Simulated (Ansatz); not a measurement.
# Cl2FH3W: the cost of one run

Program: Ansatz 0.2.0. Level of theory: RKS PBE/def2-SVP. These are calculated values, not measurements.

## 1. The starting structure

Bond lengths: W1–F2 2.050 Å, W1–H3 1.920 Å, W1–H4 1.720 Å, W1–Cl5 2.390 Å, W1–H6 1.720 Å, W1–Cl7 2.390 Å. Angles (14 of 15 angles, heavy atoms first): F2–W1–Cl5 117.0°, F2–W1–Cl7 153.0°, Cl5–W1–Cl7 90.0°, F2–W1–H3 37.4°, F2–W1–H4 90.0°, F2–W1–H6 90.0°, H3–W1–Cl5 154.3°, H3–W1–Cl7 115.7°, H4–W1–Cl5 90.0°, H4–W1–Cl7 90.0°, Cl5–W1–H6 90.0°, H6–W1–Cl7 90.0°, H3–W1–H4 90.0°, H3–W1–H6 90.0°.

Structure file:

```xyz
7

W     0.0000    0.0000    0.0000
F     0.9293    0.0000    1.8273
H     1.7303    0.0000    0.8322
H     0.0000    1.7200    0.0000
Cl   -2.3900    0.0000    0.0000
H     0.0000   -1.7200    0.0000
Cl    0.0000    0.0000   -2.3900
```

## 2. Pulling towards end A

Springs on the bonds that form and break draw the guess towards this end; the thresholds are loose.

File input.yaml:

```yaml
crystal:
  periodic: [false, false, false]
  atoms:
    - { symbol: W, position_ang: [0.0, 0.0, 0.0] }
    - { symbol: F, position_ang: [0.9293, 0.0, 1.8273] }
    - { symbol: H, position_ang: [1.7303, 0.0, 0.8322] }
    - { symbol: H, position_ang: [0.0, 1.72, 0.0] }
    - { symbol: Cl, position_ang: [-2.39, 0.0, 0.0] }
    - { symbol: H, position_ang: [0.0, -1.72, 0.0] }
    - { symbol: Cl, position_ang: [0.0, 0.0, -2.39] }
basis:
  gaussian: { orbitals: def2-SVP }
hamiltonian:
  xc: pbe
relax:
  f_tol: 0.15
  max_steps: 25
  restrain:
    - { distance: [1, 2], at: 2.12, k: 30.0 }
    - { distance: [0, 1], at: 1.85, k: 30.0 }
    - { distance: [0, 2], at: 1.72, k: 30.0 }
```

Run with:

```
> ansatz run input.yaml --threads 2 --pin off --max-ram 3072MiB --backend cpu --events-out ev --progress --plain --runs-dir out
```

What time and memory should one allow on 2 threads of AMD EPYC 9R45 (Zen 5), shared host?

About 20 s, with a peak of 0.21 GiB.
